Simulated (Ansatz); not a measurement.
# As2 (SMILES [As]#[As]) at CCSD/def2-TZVPPD

Aim: the electronic atomisation energy of As2 at CCSD/def2-TZVPPD, from 2 runs. 

The calculation is run with Ansatz 0.2.0.

13 further runs of the same task are left out: 13 set aside as unsound or not needed.

## (1) The molecule

As2 has 2 atoms, charge 0, and is taken as a singlet. SMILES: `[As]#[As]`. The coordinates come from a PBE0-D4/def2-TZVP relaxation.

Bond lengths: As1–As2 2.089 Å.

## (2) The energy at CCSD/def2-TZVPPD

Input file input.yaml:

```yaml
crystal:
  periodic: [false, false, false]
  atoms:
    - symbol: As
      position_ang: [0.000000, -0.000000, 0.002480]
    - symbol: As
      position_ang: [-0.000000, 0.000000, 2.091490]
basis:
  gaussian:
    orbitals: def2-TZVPPD.json
correlation:
  method: ccsd
  frozen_orbitals: {As: 9}
accuracy: high
scf:
  omitted_lower_state_checks: [cluster_reference, increment]
```

The basis set def2-TZVPPD is read from a file made from the Basis Set Exchange's data (not shown).

Launch:

```
$ ansatz run input.yaml --threads 1 --pin off --max-ram 3480MiB --events-out events.jsonl --progress --plain --runs-dir runs
```

The log of the run, cut to the lines that bear on the results:

```text
Warning: RAYON_NUM_THREADS=1 ignored (pool sized by the plan → 1); use --threads N
Functional definition: HF
  name "HF"
[...]
1359 factors; integrals over basis functions are off by at most 4.7e-9 eV
[...]
mean field -121591.60538176 eV, -4468.4090800293 hartree, gradient 3.6e-8 eV, S^2 0.000000; 0 other end points of the search recorded, 0 dependent functions left out; unrestricted orbitals would lower it
18 core orbitals not correlated: weight in the atoms' cores, before any rotation towards them, 1.000 or more for the frozen orbitals, at most 0.000 for the correlated occupied ones
reference -121591.60538176 eV, -4468.4090800293 hartree; 15, 15 occupied and 75, 75 virtual orbitals, 1359 factors
second order -13.98028327 eV of doubles, -0.00000000 eV of singles
cycle   1  -13.15727421 eV  change    8.2e-1 eV  update   1.2e-1
[...]
cycle  19  -13.76015552 eV  change  -3.2e-10 eV  update   2.0e-9
Total energy: -121605.36553728 eV, -4468.9147564177 hartree
Checks for a lower state left out: cluster_reference, increment
```

Run time: 9 s. Hardware: 1 thread of Arm Neoverse V2, shared host; peak memory 0.47 GiB.

## (3) The As atom

Input file run.yaml:

```yaml
crystal:
  periodic: [false, false, false]
  atoms:
    - {symbol: As, position_ang: [0.000000, 0.000000, 0.000000]}
basis:
  gaussian:
    orbitals: def2-TZVPPD.json
magnetization:
  spin_polarized: true
  initial_magnetization: 3
correlation:
  method: ccsd
  frozen_orbitals: {As: 9}
accuracy: high
scf:
  omitted_lower_state_checks: [cluster_reference, increment]
```

The basis set def2-TZVPPD is read from a file made from the Basis Set Exchange's data (not shown).

Launch:

```
$ ansatz run run.yaml --threads 1 --pin off --max-ram 3480MiB --events-out events.jsonl --progress --plain --runs-dir runs
```

The log of the run, cut to the lines that bear on the results:

```text
Warning: RAYON_NUM_THREADS=1 ignored (pool sized by the plan → 1); use --threads N
[... 2 set-up lines as earlier in the session ...]
[...]
519 factors; integrals over basis functions are off by at most 4.7e-9 eV
[...]
mean field -60795.52957121 eV, -2234.1945030519 hartree, gradient 7.1e-8 eV, S^2 3.751068; 0 other end points of the search recorded, 0 dependent functions left out
9 core orbitals not correlated: weight in the atoms' cores, before any rotation towards them, 1.000 or more for the frozen orbitals, at most 0.000 for the correlated occupied ones
reference -60795.52957121 eV, -2234.1945030519 hartree; 9, 6 occupied and 36, 39 virtual orbitals, 519 factors
second order -5.36053653 eV of doubles, -0.00000000 eV of singles
cycle   1  -5.35503703 eV  change    5.5e-3 eV  update   4.7e-2
[...]
cycle  16  -5.51489945 eV  change  -9.2e-10 eV  update  3.1e-10
Total energy: -60801.04447066 eV, -2234.3971718686 hartree
Checks for a lower state left out: cluster_reference, increment
```

It took 1.2 s on 1 thread of Arm Neoverse V2, shared host; peak memory 0.15 GiB.

## (4) Summary of results

Level: CCSD/def2-TZVPPD, 18 core orbitals frozen.

| quantity | value |
| --- | --- |
| molecule: total energy | -4468.91476 Eh |
| molecule: correlation energy (18 core orbitals frozen) | -505.7 mEh |
| molecule: T1 diagnostic | 0.012 |
| As atom: total energy | -2234.39717 Eh |
| As atom: correlation energy (9 core orbitals frozen) | -202.7 mEh |
| As atom: ⟨S²⟩ of the reference determinant | 3.751 |
| As atom: T1 diagnostic | 0.006 |
| electronic atomisation energy | 3.277 eV |

Taking the molecule apart into free atoms costs 3.28 eV (76 kcal/mol), before zero-point energy and without spin-orbit coupling. The restricted solution (molecule) is unstable to spin breaking: an unrestricted one lies lower.
